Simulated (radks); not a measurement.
# Ionisation of Ge¹⁷⁺: one atom, several choices of exchange strength α

One table from this session's results is given with a row withheld; the runs are named, their logs left out.

The numbers are computed with radks (a radial shooting solver on a logarithmic mesh, Libxc functionals) version 1 (scalar-relativistic Kohn-Sham, spin-polarised, spherical densities, point nucleus; open shells are filled with parallel spins first), except any that are marked as measured or tabulated.

### The atom as given

```
element       : germanium (Z = 32)
charge        : +17
electrons     : 15
configuration : [Ne] 3s2 3p3
ion           : Ge¹⁸⁺, [Ne] 3s2 3p2
choices       : α = 0.551; α = 0.565; α = 0.569; α = 0.667; α = 0.7; α = 0.81; α = 0.871
```

The outer shells:

Ge¹⁷⁺
```
[Ne] core
3s [↑↓]
3p [↑ ][↑ ][↑ ]
```

Ge¹⁸⁺
```
[Ne] core
3s [↑↓]
3p [↑ ][↑ ][  ]
```

Set-up of the first run:

Input:

```text
Z 32
configuration [Ne] 3s2 3p3
relativity scalar-relativistic
functional xalpha 0.551
spin polarised
nucleus point
c 137.035999084
```

Among the steps run: α = 0.551: Ge¹⁷⁺.

One table of the session follows, with a row left open; its other results are not shown here.

From the orbitals of this run (lengths in bohr):

| level | <r> | outermost maximum (interpolated) | 90 % within | nodes |
| --- | --- | --- | --- | --- |
| 2s up | 0.2092 | 0.176 | 0.323 | 1 |
| 2s down | 0.2090 | 0.176 | 0.322 | 1 |
| 2p up | 0.1827 | 0.141 | 0.298 | 0 |
| 2p down | 0.1826 | 0.141 | 0.297 | 0 |
| 3s up | 0.5380 | 0.501 | 0.783 | 2 |
| 3s down | ? | ? | ? | ? |
| 3p up | 0.5292 | 0.488 | 0.785 | 1 |
| 3p down | 0.5308 | 0.488 | 0.788 | 1 |

Estimate the missing values for 3s down.

As computed: <r>: 0.5395; outermost maximum (interpolated): 0.501; 90 % within: 0.786; nodes: 2. In the column «<r>» it is the highest.

Caveats from the session: Open shells are spherical and high-spin; term and fine-structure splittings are not resolved.
